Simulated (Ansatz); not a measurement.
**Molecular dynamics of WC**

input.yaml

```yaml
crystal:
  lattice:
    - [-2.989174, -5.1774, 0.0]
    - [4.48376, -2.5887, 0.0]
    - [0.0, 0.0, 5.849333]
  atoms:
    - { symbol: W, position: [0.75, 0.5, 0.0] }
    - { symbol: C, position: [0.5, 0.6666667, 0.25] }
    - { symbol: W, position: [0.75, 0.5, 0.5] }
    - { symbol: C, position: [0.5, 0.6666667, 0.75] }
    - { symbol: W, position: [0.5, 0.0, 0.0] }
    - { symbol: C, position: [0.25, 0.1666667, 0.25] }
    - { symbol: W, position: [0.5, 0.0, 0.5] }
    - { symbol: C, position: [0.25, 0.1666667, 0.75] }
    - { symbol: W, position: [0.25, 0.5, 0.0] }
    - { symbol: C, position: [0.0, 0.6666667, 0.25] }
    - { symbol: W, position: [0.25, 0.5, 0.5] }
    - { symbol: C, position: [0.0, 0.6666667, 0.75] }
    - { symbol: W, position: [0.0, 0.0, 0.0] }
    - { symbol: C, position: [0.75, 0.1666667, 0.25] }
    - { symbol: W, position: [0.0, 0.0, 0.5] }
    - { symbol: C, position: [0.75, 0.1666667, 0.75] }
basis:
  ecutwfc: 420.0
kpoints:
  mp_grid: { grid: [2, 2, 2] }
hamiltonian:
  xc: lda
  pseudopotentials: { kind: paw, azcp: { folder: soft_1 } }
scf:
  occupations: { method: fermi_dirac, width: 0.36 }
  lower_state_search: "off"
md:
  timestep: 0.75
  n_steps: 200
  ensemble: nvt_langevin
  temperature: 4200.0
  initial_velocities: maxwell_boltzmann
  seed: 90205
  friction: 0.02
```

Run as:

```bash
$ ansatz run input.yaml --threads 1 --pin off --max-ram 3072MiB --backend cpu --events-out ev --progress --plain --runs-dir out
```

It starts from a structure without forces on its atoms.

Output, in part (step lines):

```
md step     0: t =     0.00 fs  T =  3937.5 K  F+E_penalty+E_count = -82991.26440538 eV  E_kin = 8.143380 eV  (8 SCF iters)
md step     1: t =     0.75 fs  T =  4060.6 K  F+E_penalty+E_count = -82991.23941641 eV  E_kin = 8.398026 eV  (6 SCF iters)
md step     2: t =     1.50 fs  T =  4201.7 K  F+E_penalty+E_count = -82991.16732957 eV  E_kin = 8.689784 eV  (6 SCF iters)
md step     3: t =     2.25 fs  T =  4326.7 K  F+E_penalty+E_count = -82991.04778783 eV  E_kin = 8.948242 eV  (6 SCF iters)
md step     4: t =     3.00 fs  T =  4066.8 K  F+E_penalty+E_count = -82990.88267091 eV  E_kin = 8.410720 eV  (6 SCF iters)
md step     5: t =     3.75 fs  T =  3912.9 K  F+E_penalty+E_count = -82990.68312357 eV  E_kin = 8.092562 eV  (5 SCF iters)
md step     6: t =     4.50 fs  T =  3634.3 K  F+E_penalty+E_count = -82990.45759063 eV  E_kin = 7.516333 eV  (5 SCF iters)
md step     7: t =     5.25 fs  T =  3630.7 K  F+E_penalty+E_count = -82990.20810976 eV  E_kin = 7.508968 eV  (5 SCF iters)
[... lines left out ...]
md step   199: t =   149.25 fs  T =  3124.4 K  F+E_penalty+E_count = -82981.93578554 eV  E_kin = 6.461848 eV  (5 SCF iters)
md step   200: t =   150.00 fs  T =  2850.3 K  F+E_penalty+E_count = -82981.78849847 eV  E_kin = 5.894854 eV  (6 SCF iters)
```

The steps, from the saved trajectory:

```tsv
time (fs)	T (K)	potential energy less start (eV)
0.0	3938	0.000
4.5	3634	0.807
9.0	2793	2.515
13.5	2808	4.039
18.0	2511	4.756
22.5	2251	4.955
27.0	2421	4.950
31.5	2141	4.965
36.0	2238	4.853
40.5	2466	4.885
45.0	2665	5.314
49.5	2364	6.030
54.0	2849	6.289
58.5	3559	6.405
63.0	4518	6.609
67.5	3891	6.747
72.0	3685	6.516
76.5	3625	5.758
81.0	3577	5.586
85.5	2921	6.013
90.0	3763	7.075
94.5	3145	8.548
99.0	2830	8.897
103.5	3149	8.351
108.0	3511	7.523
112.5	4743	6.860
117.0	3813	7.470
121.5	3513	8.415
126.0	4043	9.239
130.5	4581	9.520
135.0	4304	9.041
139.5	4680	8.387
144.0	3990	8.115
148.5	3342	9.111
```

The run went to its last step. The mean temperature of the second half is 10 % below the set value. A run of 0.15 ps of so small a system gives no equilibrium averages. Limits of this set-up: coarse k mesh, PAW files made for another functional.

Mean squared displacements from the first frame to the last, about the centre of mass: W 0.05 Å², C 0.09 Å².

Last frame:

```xyz
16
Lattice="-2.9892 -5.1774 0.0000 4.4838 -2.5887 0.0000 0.0000 0.0000 5.8493" Properties=species:S:1:pos:R:3
W -0.172 -5.094 0.019
C 1.598 -4.463 1.822
W 0.006 -5.193 3.159
C 1.310 -4.517 4.712
W -1.530 -2.993 0.457
C 0.218 -1.768 1.536
W -1.481 -2.702 3.403
C 0.115 -1.941 4.266
W 1.351 -2.864 0.327
C 3.133 -1.691 1.625
W 1.341 -2.874 2.980
C 3.141 -1.740 4.305
W -0.052 -0.087 0.238
C -1.406 -4.622 1.740
W 0.026 -0.116 3.040
C -1.261 -4.375 4.782
```

The run took 18 min on 1 thread of Arm Neoverse V1, with other jobs on the host, peak memory 0.52 GiB.
